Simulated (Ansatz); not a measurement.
# K3Lu3Hg2: the cost of one run

Program: Ansatz 0.2.0. Level of theory: DFT PBE, scalar-relativistic, plane waves, PAW, unless a step names another level. These are calculated values, not measurements.

8 further runs of the same task are left out: 2 that didn't finish, 6 set aside as unsound or not needed.

## 1. The formula and the candidates

Pauling electronegativities: K 0.82, Lu 1.27, Hg 2.00 (spread 1.18). No set of common oxidation states balances it. Tabulated atomic sizes suggest about 28 Å³/atom. 22 candidates were drawn, by swapping species into database cells of other compounds, at random by space group and Wyckoff sites, or by hand, as the table says:

```csv
name,made from,space group no.,Wyckoff sites,atoms (primitive cell),V (Å³/atom)
c01,database cell of K3Ag3As2,166,"K 6c, 3b; Lu 9e; Hg 6c",8,29.7
c02,random,191,"K 2c, 1a; Lu 3g; Hg 2e",8,36.0
c03,random,166,"K 3a, 6c; Lu 9e; Hg 6c",8,33.5
c04,random,166,K 9d; Lu 9e; Hg 6c,8,35.4
c05,random,164,"K 3e; Lu 1b, 2d; Hg 2c",8,28.4
c06,database cell of Li3Ag3Ge2,47,"K 1d, 1e, 1g; Lu 2t, 1b; Hg 2q",8,28.6
c07,random,183,K 3c; Lu 3c; Hg 2b,8,31.0
c08,random,187,"K 2g, 1c; Lu 1b, 1f, 1e; Hg 1a, 1d",8,33.5
c09,random,221,"K 3d; Lu 3c; Hg 1b, 1a",8,31.4
c10,random,166,"K 9e; Lu 9d; Hg 3b, 3a",8,29.2
c11,random,139,"K 4d, 2b; Lu 4c, 2a; Hg 4e",8,30.2
c12,database cell of Sm2In3Sn3,47,"K 2t, 1g; Lu 1e, 1d, 1b; Hg 2q",8,28.0
c13,random,221,"K 3c; Lu 3d; Hg 1b, 1a",8,28.0
c14,random,189,"K 3g; Lu 1b, 2c; Hg 2e",8,35.7
c15,random,139,"K 2a, 4c; Lu 2b, 4e; Hg 4d",8,33.3
c16,random,139,"K 4e, 2a; Lu 4d, 2b; Hg 4c",8,33.9
c17,random,164,"K 2d, 1b; Lu 2c, 1a; Hg 2d",8,32.3
c18,database cell of Ce2Pd3Rh3,47,"K 1e, 1d, 1b; Lu 2t, 1g; Hg 2q",8,28.0
c19,database cell of Mn3Fe3Ge2,187,"K 3j; Lu 3k; Hg 1b, 1e",8,25.2
c20,random,99,"K 1a, 2c; Lu 2c, 1a; Hg 2c",8,34.6
c21,random,123,"K 2f, 1b; Lu 2e, 1d; Hg 1a, 1c",8,32.8
c22,random,166,"K 9d; Lu 3b, 6c; Hg 6c",8,32.5
```

## 2. Screening run of c01

Contents of input.yaml:

```yaml
crystal:
  lattice:
    - [3.06380006, 1.76888579, 7.30894435]
    - [-3.06380006, 1.76888579, 7.30894435]
    - [0.0, -3.53777158, 7.30894435]
  atoms:
    - { symbol: K, position: [0.09104626, 0.09104626, 0.09104626] }
    - { symbol: K, position: [0.90895374, 0.90895374, 0.90895374] }
    - { symbol: K, position: [0.5, 0.5, 0.5] }
    - { symbol: Lu, position: [0.5, 0.0, 0.5] }
    - { symbol: Lu, position: [0.5, 0.5, 0.0] }
    - { symbol: Lu, position: [0.0, 0.5, 0.5] }
    - { symbol: Hg, position: [0.75453442, 0.75453442, 0.75453442] }
    - { symbol: Hg, position: [0.24546558, 0.24546558, 0.24546558] }
basis:
  ecutwfc: 420
kpoints:
  mp_grid: { grid: [3, 3, 3] }
hamiltonian:
  xc: pbe
scf:
  occupations: { method: gaussian, width: 0.2 }
  lower_state_search: "off"
output:
  forces: true
  stress: true
  eigenvalues: true
relax:
  adjacent_minimum: "off"
  f_tol: 0.08
  max_steps: 16
  cell: { stress_tol: 0.8 }
```

Run with:

```console
ansatz run input.yaml --threads 1 --pin off --max-ram 2560MiB --backend cpu --events-out ev --progress --plain --runs-dir out
```

Q: Estimate wall time and peak memory on 1 thread of Arm Neoverse V1, shared host.

About 98 s, with a peak of 0.7 GiB.
